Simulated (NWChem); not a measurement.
**GeH2 (SMILES [GeH2]): UMPW1B95/def2-TZVP (density fitting with weigend coulomb fitting)**

Wanted: molecular dynamics of GeH2. 

Program for the calculation: NWChem 7.3.0.

## (1) The molecule

GeH2: 3 atoms, total charge 0, spin state singlet. As SMILES, `[GeH2]`. The coordinates come from a PBE0-D4/def2-TZVP relaxation. The run starts from this shape.

Bond lengths: Ge1–H2 1.595 Å, Ge1–H3 1.594 Å. Angles: H2–Ge1–H3 90.6°.

## (2) A short trajectory at UMPW1B95/def2-TZVP (density fitting with weigend coulomb fitting)

sp.nw reads:

```
echo
start sp
memory total 2200 mb

geometry units angstrom noautosym nocenter noautoz
  Ge      -0.570100       0.405100      -0.263700
  H        0.783000       0.743600       0.509000
  H       -0.212900      -1.148700      -0.245300
end

basis spherical bse
  Ge library def2-TZVP
  H library def2-TZVP
end

basis "cd basis" spherical
  Ge library "weigend coulomb fitting"
  H library "weigend coulomb fitting"
end

dft
  xc mpw1b95
  mult 1
  odft
  grid coarse
  convergence energy 1e-06
  direct
  maxiter 150
  mulliken
  noprint "final vectors analysis"
end

qmd
  nstep_nucl 10
  dt_nucl 20
  targ_temp 1000
  thermostat none
  rand_seed 65089
  print_xyz 1
end

task dft qmd
```

Launch:

```
$ nwchem sp.nw > sp.out
```

**Question.** What will come out? Wanted: potential energy of the last frame.

Computed results:

At UMPW1B95/def2-TZVP (density fitting with weigend coulomb fitting):

| quantity | value |
| --- | --- |
| potential energy of the last frame | -2078.43561 Eh |
